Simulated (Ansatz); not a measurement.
Relaxation of a periodic cell of 23 atoms, Si8O14F (host SiO2, host structure P4_2/mnm, dopant F, one O atom removed), cell charge +1, to a largest force component of 0.03 eV/Å in at most 60 steps.

Method: DFT PBE, scalar-relativistic, plane waves, PAW in Ansatz 0.2.0. Settings: PAW set soft_1, cutoff 420 eV, k mesh 2x2x2, gaussian smearing 0.05 eV, no spin polarisation.

```xyz
23
Lattice="-4.1773 -4.1773 0.0000 4.1773 -4.1773 0.0000 0.0000 0.0000 5.3310" Properties=species:S:1:pos:R:3
Si 0.026 -4.151 0.014
Si 2.087 -2.052 1.349
O 1.316 -2.864 -0.018
O 0.833 -0.820 1.359
O -1.320 -5.500 -0.046
O 3.343 -3.393 1.325
Si 0.024 -4.185 2.721
Si 2.033 -2.117 3.998
O 1.303 -2.870 2.681
O 0.807 -0.807 4.003
O -1.251 -5.482 2.639
O 3.415 -3.412 4.014
Si -0.021 0.058 0.001
Si -2.123 -2.089 1.329
O -2.932 -2.875 0.021
F 0.837 -5.034 1.335
O -1.303 -1.320 -0.006
Si 0.007 0.030 2.659
Si -2.107 -2.062 3.986
O -2.903 -2.919 2.680
O 0.806 -4.919 3.960
O -1.313 -1.326 2.654
O -0.790 -3.395 4.020
```

Where does it end, and by what steps?

The forces met the threshold. The force dipped under the threshold on the way, but the program's further checks kept it going. Limits of this set-up: coarse k mesh, charged cell in a uniform background, uncorrected. After 9 steps the energy has fallen by 2.351 eV; Si14 moved furthest, 0.51 Å. Parted: Si14–F16 (1.73 → 2.39 Å).

```
step  energy less start (eV)  largest force component (eV/Å)  accepted
   0                  0.0000                           3.878       yes
   1                 -1.1869                           2.091       yes
   2                 -1.9966                           0.680       yes
   3                 -2.1086                           0.918       yes
   4                 -2.2129                           1.104       yes
   5                 -2.1298                           1.637        no
   6                 -2.3226                           0.458       yes
   7                 -2.3489                           0.133       yes
   8                 -2.3513                           0.011       yes
   9                 -2.3513                           0.011       yes
```

```xyz
23
Lattice="-4.1773 -4.1773 0.0000 4.1773 -4.1773 0.0000 0.0000 0.0000 5.3310" Properties=species:S:1:pos:R:3
Si -0.065 -4.115 -0.032
Si 2.084 -2.087 1.334
O 1.240 -2.905 0.021
O 0.812 -0.815 1.334
O -1.275 -5.420 0.021
O 3.351 -3.354 1.334
Si -0.066 -4.114 2.700
Si 2.068 -2.071 4.000
O 1.240 -2.905 2.647
O 0.808 -0.812 4.000
O -1.276 -5.420 2.647
O 3.352 -3.356 4.000
Si -0.005 0.001 0.011
Si -1.744 -2.437 1.334
O -2.869 -2.910 0.037
F 0.740 -4.920 1.334
O -1.271 -1.312 0.038
Si -0.005 0.001 2.657
Si -2.138 -2.043 4.000
O -2.869 -2.910 2.631
O 0.783 -4.964 3.999
O -1.271 -1.312 2.631
O -0.853 -3.327 4.000
```

Whether the end is a true minimum wasn't checked by a vibrational analysis.

Run time: 58 s on 1 thread of Arm Neoverse V1, with other jobs on the host, peak memory 0.45 GiB.
